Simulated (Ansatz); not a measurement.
# Cl2H3InO: the cost of one run

Program: Ansatz 0.2.0. Level of theory: RKS PBE/def2-SVP. These are calculated values, not measurements.

**1. The structure to begin with**

Bond lengths: In1–Cl2 2.790 Å, In1–O3 1.990 Å, O3–H4 1.010 Å, In1–Cl5 2.440 Å, In1–H6 2.070 Å. Angles: Cl2–In1–O3 120.0°, Cl2–In1–Cl5 120.0°, Cl2–In1–H6 71.6°, O3–In1–Cl5 120.0°, O3–In1–H6 105.4°, Cl5–In1–H6 92.8°, In1–O3–H4 109.5°.

As a file:

```xyz
7

In    0.0000    0.0000    0.0000
Cl    0.0000    0.0000    2.7900
O     1.7233    0.0000   -0.9950
H     2.0232   -0.9519   -1.1499
Cl   -2.1130    0.0000   -1.2200
H    -0.2589    1.9473    0.6527
H    -0.2163    1.6270    1.6684
```

**2. Pulling towards end A**

Springs on the bonds that form and break draw the guess towards this end; the thresholds are loose.

The input, input.yaml:

```yaml
crystal:
  periodic: [false, false, false]
  atoms:
    - { symbol: In, position_ang: [0.0, 0.0, 0.0] }
    - { symbol: Cl, position_ang: [0.0, 0.0, 2.79] }
    - { symbol: O, position_ang: [1.7233, 0.0, -0.995] }
    - { symbol: H, position_ang: [2.0232, -0.9519, -1.1499] }
    - { symbol: Cl, position_ang: [-2.113, 0.0, -1.22] }
    - { symbol: H, position_ang: [-0.2589, 1.9473, 0.6527] }
    - { symbol: H, position_ang: [-0.2163, 1.627, 1.6684] }
basis:
  gaussian: { orbitals: def2-SVP }
hamiltonian:
  xc: pbe
relax:
  f_tol: 0.15
  max_steps: 25
  restrain:
    - { distance: [0, 5], at: 2.97, k: 30.0 }
    - { distance: [6, 1], at: 2.57, k: 30.0 }
    - { distance: [0, 1], at: 2.44, k: 30.0 }
    - { distance: [6, 5], at: 0.66, k: 30.0 }
```

On the command line:

```bash
$ ansatz run input.yaml --threads 2 --pin off --max-ram 3072MiB --backend cpu --events-out ev --progress --plain --runs-dir out
```

What time and memory should one allow on 2 threads of AMD EPYC 9R45 (Zen 5), shared host?

About 6.9 s, with a peak of 0.15 GiB.
